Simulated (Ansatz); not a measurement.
# Ti16BC16Cl3: the cost of one run

Program: Ansatz 0.2.0. Level of theory: DFT PBE+D3(BJ), scalar-relativistic, plane waves, PAW. These are calculated values, not measurements.

2 further runs of the same task are left out: 2 set aside as unsound or not needed.

## (1) The starting structure

It takes space group P4mm (No. 99, tetragonal). The conventional cell has a = 3.034 Å, b = 3.034 Å, c = 22.437 Å, α = 90.00°, β = 90.00°, γ = 90.00°. Around Ti (site symmetry 4mm) lie 5 C at 2.15 Å. Around C (site symmetry 4mm) lie 5 Ti at 2.15 Å. Ti (site symmetry 4mm) has 6 C at 2.14 to 2.15 Å in its first shell of neighbours. Around C (site symmetry 4mm) lie 6 Ti at 2.12 to 2.15 Å. Ti (site symmetry 4mm) has 6 C at 2.12 to 2.22 Å in its first shell of neighbours. C (site symmetry 4mm) is surrounded by 6 Ti at 2.08 to 2.15 Å. Ti (site symmetry 4mm) has 5 C at 2.08 to 2.15 Å in its first shell of neighbours. C (site symmetry 4mm) has 5 Ti at 2.15 to 2.22 Å in its first shell of neighbours.

Structure file:

```cif
data_structure
_symmetry_space_group_name_H-M 'P4mm'
_symmetry_Int_Tables_number 99
_cell_length_a 3.0343
_cell_length_b 3.0343
_cell_length_c 22.4368
_cell_angle_alpha 90.000
_cell_angle_beta 90.000
_cell_angle_gamma 90.000
_cell_volume 206.58
loop_
_atom_site_label
_atom_site_type_symbol
_atom_site_symmetry_multiplicity
_atom_site_Wyckoff_symbol
_atom_site_fract_x
_atom_site_fract_y
_atom_site_fract_z
_atom_site_occupancy
Ti1 Ti 1 b 0.50000 0.50000 0.64344 1
C1 C 1 a 0.00000 0.00000 0.64344 1
Ti2 Ti 1 a 0.00000 0.00000 0.54781 1
C2 C 1 b 0.50000 0.50000 0.54781 1
Ti3 Ti 1 b 0.50000 0.50000 0.45313 1
C3 C 1 a 0.00000 0.00000 0.45237 1
Ti4 Ti 1 a 0.00000 0.00000 0.35976 1
C4 C 1 b 0.50000 0.50000 0.35415 1
```

Miller indices refer to the conventional cell of the relaxed bulk, Fm-3m (No. 225): a = 4.291 Å, b = 4.291 Å, c = 4.291 Å, α = 90.00°, β = 90.00°, γ = 90.00°.

It is a (100) slab, 6.4 Å thick as cut, with 16 Å of vacuum, in a 2×2 surface cell; its outer planes are TiC (top) and TiC (bottom). An earlier relaxation, lower half held, gave -44039.3510 eV, work function 4.56 eV (top face), 4.11 eV (bottom face), dipole along +c -0.092 e·Å per cell.

## (2) BCl3, flat, over a hollow (nearest C) site

input.yaml reads:

```yaml
crystal:
  lattice:
    - [6.0686302234, 0.0, 0.0]
    - [0.0, 6.0686302234, 0.0]
    - [0.0, 0.0, 24.4367543752]
  atoms:
    - { symbol: Ti, position: [0.25, 0.25, 0.3273757176] }
    - { symbol: Ti, position: [0.25, 0.75, 0.3273757176] }
    - { symbol: Ti, position: [0.75, 0.25, 0.3273757176] }
    - { symbol: Ti, position: [0.75, 0.75, 0.3273757176] }
    - { symbol: C, position: [0.5, 0.5, 0.3273757176] }
    - { symbol: C, position: [0.5, 0.0, 0.3273757176] }
    - { symbol: C, position: [0.0, 0.5, 0.3273757176] }
    - { symbol: C, position: [0.0, 0.0, 0.3273757176] }
    - { symbol: Ti, position: [0.5, 0.5, 0.4151772627] }
    - { symbol: Ti, position: [0.5, 0.0, 0.4151772627] }
    - { symbol: Ti, position: [0.0, 0.5, 0.4151772627] }
    - { symbol: Ti, position: [0.0, 0.0, 0.4151772627] }
    - { symbol: C, position: [0.75, 0.75, 0.4151772627] }
    - { symbol: C, position: [0.75, 0.25, 0.4151772627] }
    - { symbol: C, position: [0.25, 0.75, 0.4151772627] }
    - { symbol: C, position: [0.25, 0.25, 0.4151772627] }
    - { symbol: Ti, position: [0.75, 0.75, 0.5021112643] }
    - { symbol: Ti, position: [0.75, 0.25, 0.5021112643] }
    - { symbol: Ti, position: [0.25, 0.75, 0.5021112643] }
    - { symbol: Ti, position: [0.25, 0.25, 0.5021112643] }
    - { symbol: C, position: [0.0, 0.0, 0.5028057408] }
    - { symbol: C, position: [0.0, 0.5, 0.5028057408] }
    - { symbol: C, position: [0.5, 0.0, 0.5028057408] }
    - { symbol: C, position: [0.5, 0.5, 0.5028057408] }
    - { symbol: Ti, position: [0.0, 0.0, 0.5878369229] }
    - { symbol: Ti, position: [0.0, 0.5, 0.5878369229] }
    - { symbol: Ti, position: [0.5, 0.0, 0.5878369229] }
    - { symbol: Ti, position: [0.5, 0.5, 0.5878369229] }
    - { symbol: C, position: [0.25, 0.25, 0.5929898051] }
    - { symbol: C, position: [0.25, 0.75, 0.5929898051] }
    - { symbol: C, position: [0.75, 0.25, 0.5929898051] }
    - { symbol: C, position: [0.75, 0.75, 0.5929898051] }
    - { symbol: B, position: [0.0, 0.25, 0.7157556992] }
    - { symbol: Cl, position: [-0.0040128074, 0.5383412489, 0.7157556992] }
    - { symbol: Cl, position: [0.2517031544, 0.1093092675, 0.7157556992] }
    - { symbol: Cl, position: [-0.247690347, 0.1023494836, 0.7157556992] }
basis:
  ecutwfc: 420
kpoints:
  mp_grid: { grid: [3, 3, 1] }
hamiltonian:
  xc: pbe
  dispersion: d3bj
scf:
  occupations: { method: gaussian, width: 0.1 }
output:
  forces: true
  eigenvalues: true
  write_density: true
  write_potential: true
  elf: true
  volumetric_format: npy
relax:
  adjacent_minimum: "off"
  f_tol: 0.04
  max_steps: 100
  constraints: [{ sites: [0, 1, 2, 3, 4, 5, 6, 7, 8, 9, 10, 11, 12, 13, 14, 15] }]
efield:
  axis: 3
  dipole_correction: true
  ramp_width: 0.04
```

Launch:

```console
> ansatz run input.yaml --threads 4 --pin off --max-ram 10240MiB --backend cpu --events-out ev --progress --plain --runs-dir out
```

**Question.** How long does this run take on 4 threads of Intel Xeon at 2.50GHz (Skylake/Cascade Lake), shared host, and how much memory does it need?

About 21 min, with a peak of 3.3 GiB.
